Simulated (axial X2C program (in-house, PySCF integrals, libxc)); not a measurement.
# All-electron X2C curves of AgB⁺

Aim: find the lowest determinant of AgB⁺, scan the bond at several levels and fit the constants, once spin-free and once with spin–orbit coupling.

The runs use an in-house X2C program for linear molecules on PySCF integrals; all-electron X2C, Ag dyall-cv3z, B dyall-v3z.

All values are calculated.

### 1 The job

task.json

```json
{"zs": [47, 5], "q": 1, "bas": ["dyall-cv3z", "dyall-v3z"], "levels": ["PBE0", "HF", "B97-3"], "cc": true, "r0": 2.13, "thr": -2.0, "nmax": 90, "npts": 10, "nst": 2, "ntry": 6}
```

Keys: zs atomic numbers; q charge; bas basis sets; levels methods (HF also brings MP2); cc coupled cluster on or off; r0 starting distance in Å; thr threshold in hartree for freezing inner shells (an s shell follows its p shell); nmax most natural virtual spinors; npts points asked for on the curve; nst determinants followed; ntry starts of the search.

Launch:

```sh
python so2c.py task.json out
```

Spin-free means the one-electron spin-free X2C Hamiltonian; two-component (2c) means X2C with spin–orbit coupling and atomic mean-field two-electron Coulomb and Gaunt terms. Basis: Ag dyall-cv3z contracted to [12s12p8d5f3g], B dyall-v3z contracted to [7s6p2d1f]; Gaussian nuclei, density fitting. Masses: Ag 106.905 u, B 11.009 u.

Notation: σ, π±, δ± give the projection m of an orbital's angular momentum (0, ±1, ±2), α and β its spin, Λ and M_S the sums; ω is the projection of a spinor's total angular momentum and Ω the sum. Logs are in hartree.

The results follow Hamiltonian by Hamiltonian and level by level.

### 2 Search for the lowest determinant

Determinants are compared with PBE0 at 2.130 Å.

Spin-free determinants:

```json
{"ΔE (eV)": "0.00", "state": "M_S = 1/2, Λ = 0", "open shells": "beyond closed shells: σα"}
{"ΔE (eV)": "1.33", "state": "M_S = 1/2, Λ = 1", "open shells": "beyond closed shells: π+α"}
{"ΔE (eV)": "3.69", "state": "M_S = 3/2, Λ = 1", "open shells": "beyond closed shells: 2 × σα, π+α"}
{"ΔE (eV)": "5.05", "state": "M_S = 1/2, Λ = 1", "open shells": "beyond closed shells: 2 × σα, π+β"}
{"ΔE (eV)": "5.42", "state": "M_S = 1/2, Λ = 2", "open shells": "beyond closed shells: δ+α, δ+β, δ-α"}
{"ΔE (eV)": "5.58", "state": "M_S = 1/2, Λ = 1", "open shells": "beyond closed shells: π+α, π+β, π-α"}
```

Two-component determinants:

| ΔE (eV) | state | open shells |
| --- | --- | --- |
| 0.00 | Ω = 1/2 | excess of +ω over −ω: ω = 1/2 |
| 1.34 | Ω = 3/2 | excess of +ω over −ω: ω = 3/2 |
| 3.70 | Ω = 5/2 | excess of +ω over −ω: 2 × ω = 1/2, ω = 3/2 |
| 5.02 | Ω = 3/2 | excess of +ω over −ω: 3 × ω = 1/2 |
| 5.05 | Ω = 1/2 | excess of +ω over −ω: 2 × ω = -1/2, ω = 3/2 |
| 5.20 | Ω = 5/2 | excess of +ω over −ω: ω = 5/2 |
| 5.38 | Ω = 3/2 | excess of +ω over −ω: ω = 3/2 |

### 3 PBE0, spin-free

State followed: M_S = 1/2, Λ = 0 (beyond closed shells: σα). The scan is laid around 2.112 Å, a first estimate of the minimum, and this SCF restarts from the orbitals of the search.

The SCF at the reference distance of 2.112 Å:

```text
spin-free X2C-1e  PBE0
basis functions 192  fitting functions 924  grid points 5079
iter        total energy     max residual
   1      -5338.982022169     5.73e+00
   2      -5339.551679279     6.48e-03
   3      -5339.551459552     7.79e-03
   4      -5339.552278078     1.21e-03
   5      -5339.552295102     7.03e-04
   6      -5339.552305846     1.24e-04
   7      -5339.552306061     1.94e-05
   8      -5339.552306078     1.08e-05
   9      -5339.552306083     2.03e-06
  10      -5339.552306083     4.48e-07
converged
one-electron -7465.31613024  Coulomb 2220.91156767  exact exchange -37.91575181  xc functional -116.11297871  nuclear repulsion 58.88098701
```

Along the bond, energies from the lowest point:

```tsv
R (Å)	E (eV)	μ (D)	HOMO (eV)	LUMO (eV)	iterations
1.837	0.3485	0.94	-12.84	-9.33	12
1.922	0.1391	1.19	-12.85	-9.32	11
1.985	0.0524	1.37	-12.85	-9.32	11
2.049	0.0100	1.56	-12.84	-9.31	11
2.112	0.0000	1.74	-12.82	-9.30	10
2.186	0.0178	1.94	-12.78	-9.29	11
2.260	0.0572	2.13	-12.73	-9.27	11
2.355	0.1275	2.35	-12.65	-9.24	11
2.471	0.2285	2.58	-12.54	-9.20	11
2.640	0.3832	2.88	-12.34	-9.12	11
```

Dipoles are positive if B is the positive end and refer to the centre of mass.

Outer orbitals at the reference distance:

| symmetry | occupied | ε (eV) | atomic character |
| --- | --- | --- | --- |
| σα | yes | -19.53 | 43% B s, 39% Ag d, 7% Ag p |
| σβ | yes | -19.07 | 50% Ag d, 33% B s, 6% Ag s |
| π+α | yes | -17.13 | 96% Ag d, 3% B p |
| π-α | yes | -17.13 | 96% Ag d, 3% B p |
| π-β | yes | -17.05 | 96% Ag d, 2% B p |
| π+β | yes | -17.05 | 96% Ag d, 2% B p |
| δ-α | yes | -16.83 | 100% Ag d |
| δ+α | yes | -16.83 | 100% Ag d |
| δ+β | yes | -16.73 | 100% Ag d |
| δ-β | yes | -16.73 | 100% Ag d |
| σα | yes | -16.43 | 54% Ag d, 28% B s, 8% B p |
| σβ | yes | -15.63 | 49% Ag d, 32% B s, 9% Ag s |
| σα | yes | -12.82 | 66% B p, 23% Ag s, 6% Ag d |
| σβ | no | -9.30 | 48% B p, 36% Ag s, 8% B s |
| π+α | no | -9.00 | 81% B p, 11% Ag p, 6% Ag d |
| π-α | no | -9.00 | 81% B p, 11% Ag p, 6% Ag d |
| π-β | no | -8.63 | 81% B p, 12% Ag p, 6% Ag d |

PBE0 fields in the half plane through the axis: z from -2.4 to 4.5 Å across, distance from the axis 0.15 to 2.25 Å upwards; Ag lies at z = 0 and B at z = 2.112 Å; the ELF is damped to zero where the density is low.

log10 density (e/bohr³). Ten even steps from ' ' (-5.40 ) to '@' (1.78 ):
```
    ......::::::::::::::::::::::::::........    
    ..::::::--------------------::::::::::....  
  ....::------==========----------------::::....
....::----======++==================------::::..
..::::--====++++++++++++++++++++++======----::..
..::----==++**********++++++++++++++++====--::::
..::--==++++**######****++****++++++++====----::
..::--==++**##%%@@%%##********%%****++++==----::
```

ELF. Ten even steps from '0' (0.00 ) to '9' (1.00 ):
```
000000000000000000000000
000000000000000000000000
000000001111111124541000
000000111112343468997200
000000122222466689999710
000001355432587689999940
000002576752593039999970
000013727262590919999981
```

Re = 2.104 Å, ωe = 408 cm⁻¹, ωexe = 4.97 cm⁻¹, Be = 0.3817 cm⁻¹, De = 2.08 eV, μ = 1.72 D.

### 4 HF, spin-free

Output at 2.112 Å:

```text
spin-free X2C-1e  HF
basis functions 192  fitting functions 924  grid points 5079
iter        total energy     max residual
   1      -5337.186582810     3.85e-01
   2      -5337.214160697     6.93e-03
   3      -5337.216499908     4.29e-03
   4      -5337.217124292     3.06e-03
   5      -5337.217503042     1.85e-03
   6      -5337.217636603     6.60e-04
   7      -5337.217654924     2.60e-04
   8      -5337.217660721     8.18e-05
   9      -5337.217661425     4.04e-05
  10      -5337.217661536     1.47e-05
  11      -5337.217661553     5.48e-06
  12      -5337.217661554     1.93e-06
converged
one-electron -7466.53996034  Coulomb 2222.27778783  exact exchange -151.83647606  xc functional 0.00000000  nuclear repulsion 58.88098701
```

No constants are quoted: too few points lie around the minimum for a second fit to confirm the first.

### 5 B97-3, spin-free

The SCF at the reference distance of 2.112 Å:

```text
spin-free X2C-1e  B97-3
basis functions 192  fitting functions 924  grid points 5079
iter        total energy     max residual
   1      -5339.593518818     4.82e-02
   2      -5339.594089845     2.35e-03
   3      -5339.594093597     2.26e-03
   4      -5339.594126420     4.90e-04
   5      -5339.594130469     2.02e-04
   6      -5339.594131533     4.17e-05
   7      -5339.594131567     2.02e-05
   8      -5339.594131576     3.60e-06
   9      -5339.594131576     5.20e-07
converged
one-electron -7465.52212886  Coulomb 2221.12838519  exact exchange -40.84387328  xc functional -113.23750164  nuclear repulsion 58.88098701
```

Re = 2.151 Å, ωe = 367 cm⁻¹, ωexe = 4.49 cm⁻¹, Be = 0.365 cm⁻¹, De = 1.88 eV, μ = 1.77 D.

### 6 Correlated methods, spin-free

Correlated methods: 13 electrons correlated (frozen shells, counted by type: Ag 4 s, 3 p, 1 d; B 1 s), 257 virtual spinors in MP2, 90 natural virtuals in coupled cluster.

Output of the correlated part at 2.112 Å:

```text
correlated 13  virtual 257  natural virtual 90  E(MP2) -0.452413884  MP2 remainder -0.027050906
iter   CCSD correlation   residual
   1     -0.397341790   1.41e-01
   2     -0.408582308   5.88e-02
   3     -0.411419430   3.03e-02
   4     -0.411485176   1.31e-02
   5     -0.411805354   6.48e-03
   6     -0.411917786   2.23e-03
   7     -0.411910344   7.81e-04
   8     -0.411915649   2.57e-04
   9     -0.411914518   1.24e-04
  10     -0.411914883   4.85e-05
  11     -0.411914446   1.74e-05
  12     -0.411914384   6.44e-06
  13     -0.411914268   2.85e-06
  14     -0.411914215   1.41e-06
  15     -0.411914182   7.98e-07
  16     -0.411914164   4.12e-07
(T) -0.015819660  T1 0.0256  D1 0.0715  max T2 0.078
```

T1 in the output is the amplitude norm over the root of the electron number; divide by √2 for the Lee–Taylor value.

MP2: Re = 2.095 Å, ωe = 402 cm⁻¹, Be = 0.3849 cm⁻¹, De = 1.88 eV.

CCSD: No constants are quoted: too few points lie around the minimum for a second fit to confirm the first.

CCSD(T): Re = 2.166 Å, ωe = 356 cm⁻¹, ωexe = 3.93 cm⁻¹, Be = 0.3601 cm⁻¹, De = 1.74 eV. T1 at Re = 0.018 (Lee–Taylor, the printed value over √2).

### 7 A higher determinant, spin-free

State: M_S = 1/2, Λ = 1 (beyond closed shells: π+α).

Output at the reference distance:

```text
spin-free X2C-1e  PBE0
basis functions 192  fitting functions 924  grid points 5079
iter        total energy     max residual
   1      -5338.999431468     5.61e+00
   2      -5339.503005973     6.37e-03
   3      -5339.502602456     7.97e-03
   4      -5339.503601014     1.13e-03
   5      -5339.503616242     5.54e-04
   6      -5339.503620828     9.54e-05
   7      -5339.503620946     1.46e-05
   8      -5339.503620952     8.82e-06
   9      -5339.503620953     1.08e-06
converged
one-electron -7464.72675156  Coulomb 2220.38262542  exact exchange -37.92232154  xc functional -116.11816028  nuclear repulsion 58.88098701
```

```tsv
R (Å)	E above the lowest PBE0 point (eV)
1.837	1.620
1.922	1.437
1.985	1.364
2.049	1.331
2.112	1.325
2.186	1.343
2.260	1.378
2.355	1.439
2.471	1.523
```

Re = 2.095 Å, ωe = 384 cm⁻¹, ωexe = 5.78 cm⁻¹, Be = 0.3847 cm⁻¹, μ = 0.98 D. Te = 1.32 eV.

### 8 The spin-free curves together

Energy (eV) of the followed determinant, spin-free, from each level's lowest point:

```tsv
R (Å)	PBE0	HF	MP2	CCSD	CCSD(T)	B97-3
1.837	0.348	1.071	0.308	n/a	n/a	0.420
1.922	0.139	0.680	0.119	0.270	0.209	0.190
1.985	0.052	0.469	0.042	0.146	0.102	0.087
2.049	0.010	0.310	0.006	0.067	0.038	0.028
2.112	0.000	0.195	0.000	0.021	0.006	0.001
2.186	0.018	0.101	0.020	0.000	0.000	0.000
2.260	0.057	0.043	0.061	0.004	0.017	0.022
2.355	0.127	0.005	0.133	0.034	0.062	0.071
2.471	0.228	0.000	0.238	n/a	n/a	0.150
2.640	0.383	0.042	0.404	n/a	n/a	0.280
```

### 9 PBE0, 2c

State followed: Ω = 1/2 (excess of +ω over −ω: ω = 1/2). The scan is laid around 2.112 Å, a first estimate of the minimum, and this SCF restarts from the orbitals of the search.

Output at 2.112 Å:

```text
two-component X2C + atomic mean field  PBE0
basis functions 192  fitting functions 924  grid points 5079
iter        total energy     max residual
   1      -5336.765475568     5.74e+00
   2      -5337.338472432     6.49e-03
   3      -5337.338267132     7.67e-03
   4      -5337.339061079     1.18e-03
   5      -5337.339077649     7.01e-04
   6      -5337.339088454     1.25e-04
   7      -5337.339088670     1.96e-05
   8      -5337.339088687     1.11e-05
   9      -5337.339088692     2.03e-06
  10      -5337.339088692     4.42e-07
converged
one-electron -7459.14060835  Coulomb 2219.68839897  exact exchange -37.89337348  xc functional -116.04716966  nuclear repulsion 58.88098701  atomic mean-field constant -2.82732319
```

Along the bond, energies from the lowest point:

```tsv
R (Å)	E (eV)	μ (D)	HOMO (eV)	LUMO (eV)	iterations
1.837	0.3477	0.94	-12.84	-9.33	12
1.922	0.1387	1.18	-12.85	-9.32	11
1.985	0.0523	1.37	-12.85	-9.32	11
2.049	0.0099	1.56	-12.84	-9.31	11
2.112	0.0000	1.74	-12.82	-9.30	10
2.186	0.0179	1.94	-12.78	-9.29	11
2.260	0.0573	2.12	-12.73	-9.27	11
2.355	0.1276	2.34	-12.65	-9.24	11
2.471	0.2286	2.58	-12.54	-9.20	11
2.640	0.3834	2.88	-12.34	-9.12	11
```

Dipoles are positive if B is the positive end and refer to the centre of mass.

Outer spinors at the reference distance:

```csv
ω,occupied,ε (eV),atomic character,λ mixture
1/2,yes,-19.54,"42% B s, 40% Ag d, 7% Ag p",100% σ
-1/2,yes,-19.09,"51% Ag d, 32% B s, 6% Ag s","99% σ, 1% π"
-1/2,yes,-17.26,"94% Ag d, 2% B p","98% π, 2% σ"
-3/2,yes,-17.24,99% Ag d,"62% δ, 38% π"
1/2,yes,-17.23,"92% Ag d, 3% B s, 2% B p","93% π, 7% σ"
3/2,yes,-17.22,98% Ag d,"57% π, 43% δ"
-3/2,yes,-16.78,98% Ag d,"62% π, 38% δ"
3/2,yes,-16.77,98% Ag d,"57% δ, 43% π"
5/2,yes,-16.62,100% Ag d,100% δ
-5/2,yes,-16.52,100% Ag d,100% δ
1/2,yes,-16.38,"58% Ag d, 25% B s, 8% B p","93% σ, 7% π"
-1/2,yes,-15.61,"50% Ag d, 31% B s, 9% Ag s","98% σ, 2% π"
1/2,yes,-12.82,"66% B p, 23% Ag s, 6% Ag d",100% σ
-1/2,no,-9.30,"48% B p, 36% Ag s, 8% B s",100% σ
-1/2,no,-9.01,"81% B p, 12% Ag p, 6% Ag d",100% π
3/2,no,-8.98,"81% B p, 11% Ag p, 6% Ag d",100% π
1/2,no,-8.65,"80% B p, 12% Ag p, 5% Ag d",100% π
```

PBE0 fields in the half plane through the axis: z from -2.4 to 4.5 Å across, distance from the axis 0.15 to 2.25 Å upwards; Ag lies at z = 0 and B at z = 2.112 Å; the ELF is damped to zero where the density is low.

log10 density (e/bohr³). Ten even steps from '0' (-5.40 ) to '9' (1.78 ):
```
001112222222222222111100
001222333333333322222110
011233344444333333332211
112334445444444444333221
122344555555555554443321
123345666665555555544322
123455677766566555544332
123456789876666866554332
```

ELF. Ten even steps from '0' (0.00 ) to '9' (1.00 ):
```
000000000000000000000000
000000000000000000000000
000000001111111124541000
000000111112343468997200
000000122222466689999710
000001355432587689999940
000002576752593039999970
000013727262590919999981
```

Re = 2.103 Å, ωe = 408 cm⁻¹, ωexe = 4.96 cm⁻¹, Be = 0.3817 cm⁻¹, De = 2.08 eV, μ = 1.71 D.

### 10 HF, 2c

Output at 2.112 Å:

```text
two-component X2C + atomic mean field  HF
basis functions 192  fitting functions 924  grid points 5079
iter        total energy     max residual
   1      -5334.972039461     3.85e-01
   2      -5334.999628005     6.92e-03
   3      -5335.001969921     4.29e-03
   4      -5335.002594454     3.06e-03
   5      -5335.002973220     1.85e-03
   6      -5335.003107397     6.60e-04
   7      -5335.003125889     2.60e-04
   8      -5335.003131879     8.17e-05
   9      -5335.003132713     5.23e-05
  10      -5335.003132920     4.58e-05
  11      -5335.003133023     3.90e-05
  12      -5335.003133092     3.27e-05
  13      -5335.003133185     2.13e-05
  14      -5335.003133252     5.34e-06
  15      -5335.003133258     1.66e-06
  16      -5335.003133258     5.09e-07
converged
one-electron -7460.36167090  Coulomb 2221.05165141  exact exchange -151.74677758  xc functional 0.00000000  nuclear repulsion 58.88098701  atomic mean-field constant -2.82732319
```

No constants are quoted: too few points lie around the minimum for a second fit to confirm the first.

### 11 B97-3, 2c

Output at 2.112 Å:

```text
two-component X2C + atomic mean field  B97-3
basis functions 192  fitting functions 924  grid points 5079
iter        total energy     max residual
   1      -5337.380586726     4.82e-02
   2      -5337.381157699     2.37e-03
   3      -5337.381161384     2.28e-03
   4      -5337.381194369     4.91e-04
   5      -5337.381198433     2.02e-04
   6      -5337.381199502     4.18e-05
   7      -5337.381199536     2.02e-05
   8      -5337.381199546     3.61e-06
   9      -5337.381199546     8.47e-07
converged
one-electron -7459.34704033  Coulomb 2219.90565709  exact exchange -40.81977012  xc functional -113.17371000  nuclear repulsion 58.88098701  atomic mean-field constant -2.82732319
```

Re = 2.151 Å, ωe = 367 cm⁻¹, ωexe = 4.48 cm⁻¹, Be = 0.3651 cm⁻¹, De = 1.88 eV, μ = 1.77 D.

### 12 MP2 and beyond, 2c

Correlated methods: 13 electrons correlated (frozen shells, counted by type: Ag 4 s, 3 p, 1 d; B 1 s), 257 virtual spinors in MP2, 90 natural virtuals in coupled cluster.

Output of the correlated part at 2.112 Å:

```text
correlated 13  virtual 257  natural virtual 90  E(MP2) -0.452274151  MP2 remainder -0.027039860
iter   CCSD correlation   residual
   1     -0.397271047   1.41e-01
   2     -0.408497257   5.87e-02
   3     -0.411328021   3.03e-02
   4     -0.411393500   1.31e-02
   5     -0.411713075   6.46e-03
   6     -0.411824827   2.23e-03
   7     -0.411817396   7.84e-04
   8     -0.411822824   2.68e-04
   9     -0.411821608   1.39e-04
  10     -0.411822077   6.81e-05
  11     -0.411821550   4.11e-05
  12     -0.411821475   2.91e-05
  13     -0.411821196   2.07e-05
  14     -0.411821233   1.14e-05
  15     -0.411821295   3.90e-06
  16     -0.411821306   1.70e-06
(T) -0.015804897  T1 0.0255  D1 0.0715  max T2 0.076
```

MP2: Re = 2.095 Å, ωe = 401 cm⁻¹, Be = 0.3847 cm⁻¹, De = 1.88 eV.

CCSD: No constants are quoted: too few points lie around the minimum for a second fit to confirm the first.

CCSD(T): Re = 2.166 Å, ωe = 355 cm⁻¹, Be = 0.3601 cm⁻¹, De = 1.74 eV. T1 at Re = 0.018 (Lee–Taylor, the printed value over √2).

### 13 A higher determinant, 2c

State: Ω = 3/2 (excess of +ω over −ω: ω = 3/2).

Output at the reference distance:

```text
two-component X2C + atomic mean field  PBE0
basis functions 192  fitting functions 924  grid points 5079
iter        total energy     max residual
   1      -5336.783000621     5.61e+00
   2      -5337.289272959     6.38e-03
   3      -5337.288876106     7.94e-03
   4      -5337.289861882     1.12e-03
   5      -5337.289876730     5.53e-04
   6      -5337.289881217     9.44e-05
   7      -5337.289881334     1.43e-05
   8      -5337.289881340     7.88e-06
   9      -5337.289881341     1.36e-06
converged
one-electron -7458.55773378  Coulomb 2219.16720705  exact exchange -37.90019815  xc functional -116.05282028  nuclear repulsion 58.88098701  atomic mean-field constant -2.82732319
```

```tsv
R (Å)	E above the lowest PBE0 point (eV)
1.837	1.647
1.922	1.460
1.985	1.384
2.049	1.347
2.112	1.339
2.186	1.355
2.260	1.388
2.355	1.447
2.471	1.529
```

Re = 2.102 Å, ωe = 380 cm⁻¹, ωexe = 5.74 cm⁻¹, Be = 0.3823 cm⁻¹, μ = 0.98 D. Te = 1.34 eV.

### 14 The 2c curves together

Energy (eV) of the followed determinant, 2c, from each level's lowest point:

```tsv
R (Å)	PBE0	HF	MP2	CCSD	CCSD(T)	B97-3
1.837	0.348	1.069	0.309	n/a	n/a	0.419
1.922	0.139	0.680	0.119	0.272	0.211	0.190
1.985	0.052	0.468	0.042	0.148	0.103	0.087
2.049	0.010	0.310	0.006	0.067	0.038	0.028
2.112	0.000	0.195	0.000	0.021	0.007	0.001
2.186	0.018	0.102	0.020	0.000	0.000	0.000
2.260	0.057	0.043	0.061	0.004	0.017	0.022
2.355	0.128	0.005	0.132	0.033	0.061	0.071
2.471	0.229	0.000	0.237	n/a	n/a	0.151
2.640	0.383	0.042	0.403	n/a	n/a	0.280
```

Time for the job: 2.5 min (1 thread, shared host).

### 15 Results

Lowest determinant that the search found at its distance, spin-free: M_S = 1/2, Λ = 0 (beyond closed shells: σα).

Lowest determinant that the search found at its distance, 2c: Ω = 1/2 (excess of +ω over −ω: ω = 1/2).

| Hamiltonian | level | Re (Å) | ωe (cm⁻¹) | De (eV) | μ (D) |
| --- | --- | --- | --- | --- | --- |
| spin-free | PBE0 | 2.104 | 408 | 2.08 | 1.72 |
| spin-free | MP2 | 2.095 | 402 | 1.88 | n/a |
| spin-free | CCSD(T) | 2.166 | 356 | 1.74 | n/a |
| spin-free | B97-3 | 2.151 | 367 | 1.88 | 1.77 |
| 2c | PBE0 | 2.103 | 408 | 2.08 | 1.71 |
| 2c | MP2 | 2.095 | 401 | 1.88 | n/a |
| 2c | CCSD(T) | 2.166 | 355 | 1.74 | n/a |
| 2c | B97-3 | 2.151 | 367 | 1.88 | 1.77 |

Dipoles are positive if B is the positive end and refer to the centre of mass. No constants: spin-free HF (too few points lie around the minimum for a second fit to confirm the first); spin-free CCSD (too few points lie around the minimum for a second fit to confirm the first); 2c HF (too few points lie around the minimum for a second fit to confirm the first); 2c CCSD (too few points lie around the minimum for a second fit to confirm the first).

Time per point (s) on 1 thread, shared host (2c runs); the times are rough: PBE0 0.61, MP2 0.87, CCSD(T) 6.2, B97-3 0.61.

At CCSD(T), going from spin-free to two-component changes Re by 0 mÅ, ωe by -0.5 %, which is small (part of it comes from the scalar share of the two-electron terms). De moves by 0.00 eV; both De rest on single-determinant atoms, which can miss part of an open shell's spin–orbit lowering.

De refers to Ag+ + B, each in the lowest determinant found, which need not be this curve's own limit. Each curve is one determinant whose occupation by symmetry is held fixed; it was picked as the lowest of a PBE0 search that is not exhaustive. De is counted from the lowest determinant-based energies of the atoms at the same level, without counterpoise correction. Density functionals use the spin component along the axis (collinear). CCSD and (T) use frozen natural virtuals with an MP2 correction for the truncation.
